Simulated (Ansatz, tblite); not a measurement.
**The cluster Cs₄Cl₄: charged states by level of theory**

Aim: the energy of removing and adding an electron for the cluster Cs₄Cl₄, by energy differences, and how well orbital energies stand in for it.

The runs use Ansatz 0.2.0, Gaussian basis; as each input shows.

Plan: charge +1 doublet, at the geometry of the singlet (PBE0-D4/def2-TZVP, PBE-D4/def2-TZVP, r2SCAN-D4/def2-TZVP); charge -1 doublet, at the geometry of the singlet (PBE0-D4/def2-TZVPD, PBE-D4/def2-TZVPD); the starting singlet's energies come from earlier runs.

4 further runs of the same task are left out: 1 that didn't finish, 3 set aside as unsound or not needed.

**1. The relaxed structure**

The geometry is that of the singlet, from an earlier relaxation (PBE0-D4/def2-SVP). At that level it is the lowest of the isomers that a small search found.

8 atoms, charge 0, spin multiplicity 1.

Atoms are counted from 1 here; the program's logs count them from 0.

Bond lengths: Cs1–Cl6 3.289 Å, Cs1–Cl7 3.289 Å, Cs1–Cl8 3.289 Å, Cs2–Cl5 3.289 Å, Cs2–Cl6 3.289 Å, Cs2–Cl8 3.289 Å, Cs3–Cl5 3.288 Å, Cs3–Cl6 3.289 Å, Cs3–Cl7 3.289 Å, Cs4–Cl5 3.289 Å, Cs4–Cl7 3.289 Å, Cs4–Cl8 3.289 Å. Angles: Cl6–Cs1–Cl7 87.4°, Cl6–Cs1–Cl8 87.3°, Cl7–Cs1–Cl8 87.3°, Cl5–Cs2–Cl6 87.2°, Cl5–Cs2–Cl8 87.2°, Cl6–Cs2–Cl8 87.3°, Cl5–Cs3–Cl6 87.3°, Cl5–Cs3–Cl7 87.3°, Cl6–Cs3–Cl7 87.4°, Cl5–Cs4–Cl7 87.3°, Cl5–Cs4–Cl8 87.2°, Cl7–Cs4–Cl8 87.3°, Cs2–Cl5–Cs3 92.7°, Cs2–Cl5–Cs4 92.7°, Cs3–Cl5–Cs4 92.6°, Cs1–Cl6–Cs2 92.6°, Cs1–Cl6–Cs3 92.6°, Cs2–Cl6–Cs3 92.7° and more.

Cs takes a core potential in the def2 sets. No spin-orbit coupling is included.

**2. Charge +1 doublet at the fixed geometry, PBE0-D4/def2-TZVP**

in.yaml

```yaml
crystal:
  periodic: [false, false, false]
  atoms:
    - {symbol: Cs, position_ang: [2.718088, -0.973556, 0.377500]}
    - {symbol: Cs, position_ang: [-1.498175, -1.907629, -1.615491]}
    - {symbol: Cs, position_ang: [-1.290053, 0.302644, 2.593345]}
    - {symbol: Cs, position_ang: [0.070310, 2.578425, -1.355565]}
    - {symbol: Cl, position_ang: [-2.594234, 0.927577, -0.359890]}
    - {symbol: Cl, position_ang: [-0.068686, -2.460482, 1.294098]}
    - {symbol: Cl, position_ang: [1.430891, 1.820541, 1.540821]}
    - {symbol: Cl, position_ang: [1.231860, -0.287522, -2.474808]}
basis:
  gaussian: {orbitals: def2-TZVP}
total_charge: 1
magnetization: {spin_polarized: true, initial_magnetization: 1}
hamiltonian: {xc: pbe0, dispersion: d4}
scf: {omitted_lower_state_checks: [starts]}
output: {orbitals: {seedname: orbitals}}
```

On the command line:

```sh
> ansatz run in.yaml --threads 4 --pin off --events-out ev --progress --plain --max-ram 8704MiB
```

Standard output:

```text
Functional definition: PBE0
  name "PBE0"
  cite "Adamo & Barone, J. Chem. Phys. 110, 6158 (1999) doi:10.1063/1.478522"
  cite "Perdew, Burke & Ernzerhof, Phys. Rev. Lett. 77, 3865 (1996) doi:10.1103/PhysRevLett.77.3865"
  parent pbe
  parameter a = 0.25
  parameter kappa = 0.804
  parameter beta = 0.06672455060314922
  exchange = (1 - a)*pbe_x(kappa = kappa, mu = beta*pi^2/3) + a*exact_x
  correlation = pbe_c(beta = beta)
these checks for a lower state are left out or cut short: starts
2344 factors; their error is unknown
mean field evaluation 1: about -52265.5820 eV, gradient 4.0e1 eV
mean field evaluation 2: about -52264.0909 eV, gradient 4.7e1 eV
mean field evaluation 4: about -52274.5637 eV, gradient 2.0e0 eV
mean field evaluation 8: about -52274.5848 eV, gradient 2.3e-1 eV
mean field evaluation 16: about -52274.7438 eV, gradient 2.0e-3 eV
mean field evaluation 32: about -52274.8384 eV, gradient 6.1e-3 eV
mean field -52274.83843313 eV, -1921.0648792596 hartree, gradient 9.5e-6 eV, S^2 0.753934; 0 other end points of the search recorded, 0 dependent functions left out
reference -52274.83852018 eV, -1921.0648824586 hartree; 52, 51 occupied and 212, 213 virtual orbitals, 2344 factors
Total energy: -52275.15681044 eV, -1921.0765794099 hartree
Checks for a lower state left out: starts
```

Run time: 3.4 min. Hardware: 4 threads of Arm Neoverse N1, shared host; peak memory 2.8 GiB.

From the report: HOMO -10.50 eV, LUMO -9.68 eV (over both spins); ⟨S²⟩ 0.754 (pure: 0.75).

**3. Charge +1 doublet at the fixed geometry, PBE-D4/def2-TZVP**

start.molden holds the orbitals of an earlier run on this state, given as this run's starting guess.

Changes to in.yaml since step 2:

```diff
@@ -12,6 +12,6 @@
 basis:
-  gaussian: {orbitals: def2-TZVP}
+  gaussian: {orbitals: def2-TZVP, initial_orbitals: start.molden}
 total_charge: 1
 magnetization: {spin_polarized: true, initial_magnetization: 1}
-hamiltonian: {xc: pbe0, dispersion: d4}
+hamiltonian: {xc: pbe, dispersion: d4}
 scf: {omitted_lower_state_checks: [starts]}
```

Launched as before.

Standard output:

```text
Functional definition: PBE
  name "PBE"
  cite "Perdew, Burke & Ernzerhof, Phys. Rev. Lett. 77, 3865 (1996) doi:10.1103/PhysRevLett.77.3865"
  parent pbe
  parameter kappa = 0.804
  parameter beta = 0.06672455060314922
  exchange = pbe_x(kappa = kappa, mu = beta*pi^2/3)
  correlation = pbe_c(beta = beta)
these checks for a lower state are left out or cut short: starts
2296 factors; their error is unknown
mean field evaluation 1: about -52271.9032 eV, gradient 1.1e1 eV
mean field evaluation 2: about -52272.0241 eV, gradient 2.1e-1 eV
mean field evaluation 4: about -52272.0050 eV, gradient 9.0e-4 eV
mean field evaluation 8: about -52272.0050 eV, gradient 2.6e-5 eV
mean field -52272.00501703 eV, -1920.9607531382 hartree, gradient 2.0e-6 eV, S^2 0.751174; 0 other end points of the search recorded, 0 dependent functions left out
reference -52272.00513506 eV, -1920.9607574758 hartree; 52, 51 occupied and 212, 213 virtual orbitals, 2296 factors
Total energy: -52272.35968176 eV, -1920.9737868266 hartree
Checks for a lower state left out: starts
```

Run time: 83 s. Hardware: 4 threads of Arm Neoverse N1, shared host; peak memory 1.4 GiB.

Report: HOMO -9.65 eV, LUMO -9.65 eV (over both spins); ⟨S²⟩ 0.751 (pure: 0.75).

**4. Charge +1 doublet at the fixed geometry, r2SCAN-D4/def2-TZVP**

Changes to in.yaml since step 3:

```diff
@@ -15,3 +15,3 @@
 magnetization: {spin_polarized: true, initial_magnetization: 1}
-hamiltonian: {xc: pbe, dispersion: d4}
+hamiltonian: {xc: r2scan, dispersion: d4}
 scf: {omitted_lower_state_checks: [starts]}
```

Launched as before.

Standard output:

```text
Functional definition: r2SCAN
  name "r2SCAN"
  cite "Furness, Kaplan, Ning, Perdew & Sun, J. Phys. Chem. Lett. 11, 8208 (2020) doi:10.1021/acs.jpclett.0c02405"
  cite "Furness, Kaplan, Ning, Perdew & Sun, J. Phys. Chem. Lett. 11, 9248 (2020) doi:10.1021/acs.jpclett.0c03077"
  parent r2scan
  parameter k0 = 0.174
  parameter k1 = 0.065
  parameter a1 = 4.9479
  exchange = r2scan_x(k0 = k0, k1 = k1, a1 = a1)
  correlation = r2scan_c
these checks for a lower state are left out or cut short: starts
2296 factors; their error is unknown
mean field evaluation 1: about -52289.9664 eV, gradient 8.4e0 eV
mean field evaluation 2: about -52290.0013 eV, gradient 7.9e-2 eV
mean field evaluation 4: about -52289.9819 eV, gradient 2.4e-4 eV
mean field evaluation 8: about -52289.9819 eV, gradient 4.0e-5 eV
mean field -52289.98192350 eV, -1921.6213922657 hartree, gradient 2.5e-6 eV, S^2 0.752024; 0 other end points of the search recorded, 0 dependent functions left out
reference -52289.98197593 eV, -1921.6213941925 hartree; 52, 51 occupied and 212, 213 virtual orbitals, 2296 factors
Total energy: -52290.05995908 eV, -1921.6242600204 hartree
Checks for a lower state left out: starts
```

It took 3.8 min on 4 threads of Arm Neoverse N1, shared host; peak memory 1.7 GiB.

Report: HOMO -9.87 eV, LUMO -9.87 eV (over both spins); ⟨S²⟩ 0.752 (pure: 0.75).

**5. Vertical ionisation energy**

Charged state less starting state, singlet to doublet; the starting state's energies are those of its earlier runs.

| level | vertical ionisation energy (eV) | time |
| --- | --- | --- |
| PBE-D4/def2-TZVP | +7.58 | 95 s |
| r2SCAN-D4/def2-TZVP | +7.83 | 4.2 min |
| PBE0-D4/def2-TZVP | +8.25 | 3.7 min |

Times add the two runs; a level without a time comes out of a correlated run.

Beside −ε(HOMO) of the starting state:

| level | −ε(HOMO) (eV) | by difference (eV) | mismatch (eV) |
| --- | --- | --- | --- |
| PBE-D4/def2-TZVP | 5.51 | 7.58 | -2.07 |
| r2SCAN-D4/def2-TZVP | 5.79 | 7.83 | -2.04 |
| PBE0-D4/def2-TZVP | 6.81 | 8.25 | -1.44 |

**6. Charge -1 doublet at the fixed geometry, PBE0-D4/def2-TZVPD**

Changes to in.yaml since step 4:

```diff
@@ -12,6 +12,6 @@
 basis:
-  gaussian: {orbitals: def2-TZVP, initial_orbitals: start.molden}
-total_charge: 1
+  gaussian: {orbitals: def2-TZVPD}
+total_charge: -1
 magnetization: {spin_polarized: true, initial_magnetization: 1}
-hamiltonian: {xc: r2scan, dispersion: d4}
+hamiltonian: {xc: pbe0, dispersion: d4}
 scf: {omitted_lower_state_checks: [starts]}
```

Launched as before.

Standard output, shortened:

```text
Functional definition: PBE0
  name "PBE0"
  cite "Adamo & Barone, J. Chem. Phys. 110, 6158 (1999) doi:10.1063/1.478522"
  cite "Perdew, Burke & Ernzerhof, Phys. Rev. Lett. 77, 3865 (1996) doi:10.1103/PhysRevLett.77.3865"
  parent pbe
[...]
2468 factors; their error is unknown
[...]
mean field -52283.21265689 eV, -1921.3726263063 hartree, gradient 5.7e-6 eV, S^2 0.750068; 0 other end points of the search recorded, 0 dependent functions left out
reference -52283.21269182 eV, -1921.3726275900 hartree; 53, 52 occupied and 259, 260 virtual orbitals, 2468 factors
Total energy: -52283.54938752 eV, -1921.3850009286 hartree
Checks for a lower state left out: starts
```

Wall time 2.1 min (4 threads of Arm Neoverse N1, shared host); peak memory 2.5 GiB.

From the report: HOMO 0.51 eV, LUMO 0.97 eV (over both spins); ⟨S²⟩ 0.750 (pure: 0.75). Doubts: highest occupied level lies above zero.

**7. Charge -1 doublet at the fixed geometry, PBE-D4/def2-TZVPD**

Changes to in.yaml since step 6:

```diff
@@ -12,6 +12,6 @@
 basis:
-  gaussian: {orbitals: def2-TZVPD}
+  gaussian: {orbitals: def2-TZVPD, initial_orbitals: start.molden}
 total_charge: -1
 magnetization: {spin_polarized: true, initial_magnetization: 1}
-hamiltonian: {xc: pbe0, dispersion: d4}
+hamiltonian: {xc: pbe, dispersion: d4}
 scf: {omitted_lower_state_checks: [starts]}
```

Launched as before.

Standard output:

```text
Functional definition: PBE
  name "PBE"
  cite "Perdew, Burke & Ernzerhof, Phys. Rev. Lett. 77, 3865 (1996) doi:10.1103/PhysRevLett.77.3865"
  parent pbe
  parameter kappa = 0.804
  parameter beta = 0.06672455060314922
  exchange = pbe_x(kappa = kappa, mu = beta*pi^2/3)
  correlation = pbe_c(beta = beta)
these checks for a lower state are left out or cut short: starts
2356 factors; their error is unknown
mean field evaluation 1: about -52279.7272 eV, gradient 1.1e1 eV
mean field evaluation 2: about -52279.8670 eV, gradient 2.7e-1 eV
mean field evaluation 4: about -52279.8427 eV, gradient 8.8e-3 eV
mean field evaluation 8: about -52279.8427 eV, gradient 1.7e-5 eV
mean field -52279.84272003 eV, -1921.2487834109 hartree, gradient 4.9e-6 eV, S^2 0.750076; 0 other end points of the search recorded, 0 dependent functions left out
reference -52279.84277087 eV, -1921.2487852793 hartree; 53, 52 occupied and 259, 260 virtual orbitals, 2356 factors
Total energy: -52280.21750775 eV, -1921.2625566058 hartree
Checks for a lower state left out: starts
```

Wall time 44 s (4 threads of Arm Neoverse N1, shared host); peak memory 1 GiB.

Report: HOMO 0.62 eV, LUMO 0.75 eV (over both spins); ⟨S²⟩ 0.750 (pure: 0.75). Doubts: highest occupied level lies above zero.

**8. Vertical electron affinity**

Starting state less charged state (positive: the electron is bound), singlet to doublet; the starting state's energies are those of its earlier runs.

| level | vertical electron affinity (eV) | time |
| --- | --- | --- |
| PBE-D4/def2-TZVPD | +0.17 | 60 s |
| PBE0-D4/def2-TZVPD | +0.03 | 2.6 min |

Times add the two runs; a level without a time comes out of a correlated run.

Beside −ε(LUMO) of the starting state:

| level | −ε(LUMO) (eV) | by difference (eV) | mismatch (eV) |
| --- | --- | --- | --- |
| PBE-D4/def2-TZVPD | 0.94 | 0.17 | +0.78 |
| PBE0-D4/def2-TZVPD | 0.47 | 0.03 | +0.44 |

**9. What came out**

| quantity | value |
| --- | --- |
| vertical ionisation energy, functionals in def2-TZVP | 7.58 (PBE-D4) to 8.25 eV (PBE0-D4) |
| vertical electron affinity, functionals in def2-TZVPD | 0.03 (PBE0-D4) to 0.17 eV (PBE-D4) |

In words: The vertical ionisation energy spans 7.58 to 8.25 eV over the functionals. −ε(HOMO) misses the level's own difference by -1.44 eV at best (PBE0-D4) and -2.07 eV at worst (PBE-D4). The vertical electron affinity spans 0.03 to 0.17 eV over the functionals. The anion's highest level lies above zero where self-interaction lifts it, so diffuse functions weigh on these values. −ε(LUMO) misses the level's own difference by +0.44 eV at best (PBE0-D4) and +0.78 eV at worst (PBE-D4).

The anion's highest level is positive in at least one run, so there the basis alone may hold the extra electron.
